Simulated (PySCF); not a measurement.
# F3H3NTm (Tm(F)3(NH3)): the cost of one run

Program: PySCF 2.14.0. Level of theory: several levels, as the steps say, no spin–orbit coupling. These are calculated values, not measurements.

1 further run of the same task is left out (for a known fault of the program).

### 1 Where the work starts

8 atoms, charge 0, spin multiplicity 1.

Bond lengths: Tm1–F2 1.999 Å, Tm1–F3 1.999 Å, Tm1–F4 1.999 Å, Tm1–N5 2.451 Å, N5–H6 1.022 Å, N5–H7 1.022 Å, N5–H8 1.022 Å. Angles: F2–Tm1–F3 118.1°, F2–Tm1–F4 118.1°, F2–Tm1–N5 97.9°, F3–Tm1–F4 118.1°, F3–Tm1–N5 97.9°, F4–Tm1–N5 97.9°, Tm1–N5–H6 112.3°, Tm1–N5–H7 112.3°, Tm1–N5–H8 112.3°, H6–N5–H7 106.5°, H6–N5–H8 106.5°, H7–N5–H8 106.5°.

Geometry (Å):

```
Tm    0.09102   -0.09102    0.09102
F     1.05863    1.36647    1.05863
F    -1.36647   -1.05863    1.05863
F     1.05863   -1.05863   -1.36647
N    -1.32426    1.32426   -1.32426
H    -1.93420    1.93420   -0.77590
H    -0.77590    1.93420   -1.93420
H    -1.93420    0.77590   -1.93420
```

Formal oxidation states: Tm +3. Each metal's 12 4f electrons lie in its core potential, so multiplicities, spins and levels count the valence alone. An earlier session relaxed this geometry at PBE0, Tm lcecp-1-SVP with ECP58, F def2-SVP, N def2-SVP, H def2-SVP (singlet, point group C3v).

At PBE0 on the finer grid: E = -394.585631 Eh, HOMO -9.57 eV, LUMO -0.76 eV, Mulliken charge on Tm1 +1.14 e, largest force component 0.002 eV/Å. 

Levels to run: B3LYP; HF; PBE0, TZVP. Hardware: 2 threads of Arm Neoverse V1, shared host.

### 2 B3LYP

Input file run.py (the lines that set the calculation):

```python
mol = gto.M(atom='''
Tm     0.09102    -0.09102     0.09102
F      1.05863     1.36647     1.05863
F     -1.36647    -1.05863     1.05863
F      1.05863    -1.05863    -1.36647
N     -1.32426     1.32426    -1.32426
H     -1.93420     1.93420    -0.77590
H     -0.77590     1.93420    -1.93420
H     -1.93420     0.77590    -1.93420''',
    basis={'Tm': 'lcecp-1-SVP', 'F': 'def2-SVP', 'N': 'def2-SVP', 'H': 'def2-SVP'},
    ecp={'Tm': 'lcecp-1-SVP'},
    charge=0, spin=0)
mf = dft.RKS(mol, xc='B3LYP')
mf.grids.atom_grid = (75, 302)  # f atoms: unpruned, at least (60, 302)
mf = mf.density_fit()  # fitting sets: Tm AutoAux, F def2-universal-JKFIT, N def2-universal-JKFIT, H def2-universal-JKFIT
mf.conv_tol = 1e-08; mf.max_cycle = 55
mf.kernel(dm0)  # dm0: the density of the relaxed state
```

The run is started by

```bash
> OMP_NUM_THREADS=2 python run.py
```

**Question.** How long does this run take on 2 threads of Arm Neoverse V1, shared host?

About 5.8 s.
